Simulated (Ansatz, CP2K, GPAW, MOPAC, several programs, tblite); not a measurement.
# PbS (rocksalt) from semi-empirical methods to plane-wave DFT

PbS built on the rocksalt prototype, relaxed with r2SCAN in Ansatz, was computed with several methods. It is cubic, Fm-3m (No. 225); a = 5.974 Å in the conventional setting, 26.66 Å³ an atom. Pb is surrounded by 6 S at 2.99 Å; S is surrounded by 6 Pb at 2.99 Å. The values are computed, spin-unpolarised, and not measurements.

```yaml
crystal:
  lattice:
    - [0.00000, 2.98723, 2.98723]
    - [2.98723, 0.00000, 2.98723]
    - [2.98723, 2.98723, 0.00000]
  atoms:
    - { symbol: Pb, position: [0.00000, 0.00000, 0.00000] }
    - { symbol: S, position: [0.50000, 0.50000, 0.50000] }
```

Gaps and times are for a single point on this cell; volume and bulk modulus come from each method's own relaxation or energy curve at fixed shape. Times are rough, from shared hosts (Arm Neoverse V2), and each method has its own mesh and cell size. A dagger marks a closed or tiny gap in a crystal that DFT finds insulating: a failure of the method or a wrong SCF state. PM6 (MOPAC), PM7 (MOPAC), GFN1-xTB (tblite), GFN2-xTB (tblite) treat a cluster of cells at its zone centre, which samples few k points: where these miss a band edge, the gap comes out too large for that reason alone. Gaps from k meshes are read at a limited set of points (mesh, symmetry points, PBE's band edges), so each method's own least gap may be somewhat smaller. xTB and the PM methods were fitted mostly to molecules, and can miss a solid's gap by electronvolts. Minimal bases can be far off for gaps. GLLB-SC's gap includes the derivative discontinuity. d marks a direct gap, i an indirect one (no mark: not told apart), a dash a value that wasn't computed or didn't pass its checks.

```csv
method,kind,gap (eV),own volume (Å³/atom),bulk modulus (GPa),atoms computed,processor time
light PBE (260 eV and a coarse mesh),light plane-wave,0.47 d,–,–,2,0.59 s
PBE,semilocal,0.43 d,27.10,53,2,1.5 s
GFN1-xTB (tblite),tight binding,0.05†,–,–,64,1.7 s
PBE/single zeta (GPAW),small basis,0.37 d,–,–,2,2.6 s
GFN2-xTB (tblite),tight binding,0.95,–,–,64,3.2 s
PBE/SZV (CP2K),small basis,0.29 d,24.87,82,2,3.3 s
r2SCAN,semilocal,0.69 d,26.66,58,2,4.1 s
PM7 (MOPAC),semi-empirical,7.12,–,–,64,6.2 s
GLLB-SC (GPAW),model potential,1.16,–,–,2,7.5 s
PBE/DZVP (CP2K),small basis,0.43 d,27.03,53,2,7.5 s
PM6 (MOPAC),semi-empirical,3.07,–,–,64,9.3 s
```

Against r2SCAN (0.69 eV) and with closed or daggered gaps left aside, the nearest gap at the points sampled is that of light PBE (260 eV and a coarse mesh) (-0.22 eV) and the farthest that of PM7 (MOPAC) (+6.43 eV). r2SCAN is only a yardstick of convenience: semilocal gaps usually lie below measured ones, which GLLB-SC and hybrids aim to mend.

Volumes against r2SCAN's: PBE +1.7 %, PBE/SZV (CP2K) -6.7 %, PBE/DZVP (CP2K) +1.4 %.

Spin-orbit coupling is left out; in compounds of Pb, Bi, Tl or Hg it can lower a gap by up to about 1 eV, split its edges or invert the bands.
